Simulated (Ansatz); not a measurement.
# AsBBrH3 (SMILES [AsH2]BBr): one structure at several levels

A test off equilibrium: a structure displaced at random from a GFN2-xTB minimum is computed at several levels, and each is set against CCSD(T).

Computed with Ansatz 0.2.0, Gaussian basis. Level: single points in def2-TZVPP.

Correlated methods freeze the cores. Filled d shells of the heavier atoms are correlated.

**1. The starting structure**

SMILES `[AsH2]BBr`, 6 atoms, charge 0, spin multiplicity 1.

Atoms are counted from 1 here; the program's logs count them from 0.

Bond lengths: As1–B2 2.015 Å, As1–H4 1.512 Å, As1–H5 1.507 Å, B2–Br3 1.878 Å, B2–H6 1.182 Å. Angles: B2–As1–H4 95.5°, B2–As1–H5 89.7°, H4–As1–H5 91.1°, As1–B2–Br3 124.1°, As1–B2–H6 119.8°, Br3–B2–H6 116.0°.

Geometry (Å):

```
atom    x (Å)    y (Å)    z (Å)
 As1  -1.2037   0.5169  -0.0749
  B2   0.5466  -0.1927   0.6272
 Br3   1.2656  -1.8654   0.1668
  H4  -1.2900  -0.4406  -1.2423
  H5  -0.4518   1.5176  -0.9145
  H6   1.1593   0.4352   1.4186
```

**2. CCSD(T)/def2-TZVPP**

Contents of run/in.yaml:

```yaml
crystal:
  periodic: [false, false, false]
  atoms:
    - {symbol: As, position_ang: [-1.203700, 0.516900, -0.074900]}
    - {symbol: B, position_ang: [0.546600, -0.192700, 0.627200]}
    - {symbol: Br, position_ang: [1.265600, -1.865400, 0.166800]}
    - {symbol: H, position_ang: [-1.290000, -0.440600, -1.242300]}
    - {symbol: H, position_ang: [-0.451800, 1.517600, -0.914500]}
    - {symbol: H, position_ang: [1.159300, 0.435200, 1.418600]}
basis:
  gaussian: {orbitals: def2-TZVPP}
correlation: {method: ccsd_t}
output: {forces: true}
```

No record of the launch command was kept for these runs.

**3. PBE0-D4/def2-TZVPP**

Edit run/in.yaml of step 2 so:

```diff
@@ -11,3 +11,3 @@
   gaussian: {orbitals: def2-TZVPP}
-correlation: {method: ccsd_t}
-output: {forces: true}
+hamiltonian: {xc: pbe0, dispersion: d4}
+output: {forces: true, orbitals: {seedname: orbitals}}
```

**4. wB97M-V/def2-TZVPP**

Edit run/in.yaml of step 3 so:

```diff
@@ -11,3 +11,3 @@
   gaussian: {orbitals: def2-TZVPP}
-hamiltonian: {xc: pbe0, dispersion: d4}
-output: {forces: true, orbitals: {seedname: orbitals}}
+hamiltonian: {xc: {name: wB97M-V}}
+output: {forces: true}
```

**5. r2SCAN-D4/def2-TZVPP**

Edit run/in.yaml of step 4 so:

```diff
@@ -11,3 +11,3 @@
   gaussian: {orbitals: def2-TZVPP}
-hamiltonian: {xc: {name: wB97M-V}}
+hamiltonian: {xc: r2scan, dispersion: d4}
 output: {forces: true}
```

**6. PBE-D4/def2-TZVPP**

Edit run/in.yaml of step 5 so:

```diff
@@ -11,3 +11,3 @@
   gaussian: {orbitals: def2-TZVPP}
-hamiltonian: {xc: r2scan, dispersion: d4}
+hamiltonian: {xc: pbe, dispersion: d4}
 output: {forces: true}
```

**7. BHLYP-D4/def2-TZVPP**

Edit run/in.yaml of step 6 so:

```diff
@@ -11,3 +11,3 @@
   gaussian: {orbitals: def2-TZVPP}
-hamiltonian: {xc: pbe, dispersion: d4}
+hamiltonian: {xc: {name: BHLYP}, dispersion: d4}
 output: {forces: true}
```

**8. wB97X-V/def2-TZVPP**

Edit run/in.yaml of step 7 so:

```diff
@@ -11,3 +11,3 @@
   gaussian: {orbitals: def2-TZVPP}
-hamiltonian: {xc: {name: BHLYP}, dispersion: d4}
+hamiltonian: {xc: {name: wB97X-V}}
 output: {forces: true}
```

(Steps that only read results are left out.)

Q: Predict the outcome of this session. Wanted: energy less free atoms, CCSD(T)/def2-TZVPP; RMS force component; RMS force error; HOMO and LUMO, PBE0-D4; T1 diagnostic.

The runs gave:

| quantity | value |
| --- | --- |
| energy less free atoms, CCSD(T)/def2-TZVPP | -1606.5 kJ/mol |
| RMS force component | 0.160 to 0.261 eV/Å over the methods |
| RMS force error | PBE0-D4 0.066, wB97M-V 0.040, r2SCAN-D4 0.048, PBE-D4 0.167, BHLYP-D4 0.104, wB97X-V 0.041 eV/Å |
| HOMO and LUMO, PBE0-D4 | -7.44 and -1.99 eV |
| T1 diagnostic | 0.012 |

Against CCSD(T) the functionals' energies less atoms differ by -75.5 to -13.8 kJ/mol, PBE-D4 by -75.5 kJ/mol. A larger basis would deepen the CCSD(T) value, while the functionals are nearly converged already, so the order here is not reliable. The forces of wB97M-V come nearest to CCSD(T), those of PBE-D4 are farthest. Frozen-core CCSD(T) forces in triple zeta carry basis errors of their own, and this is one geometry, so small gaps rank nothing.
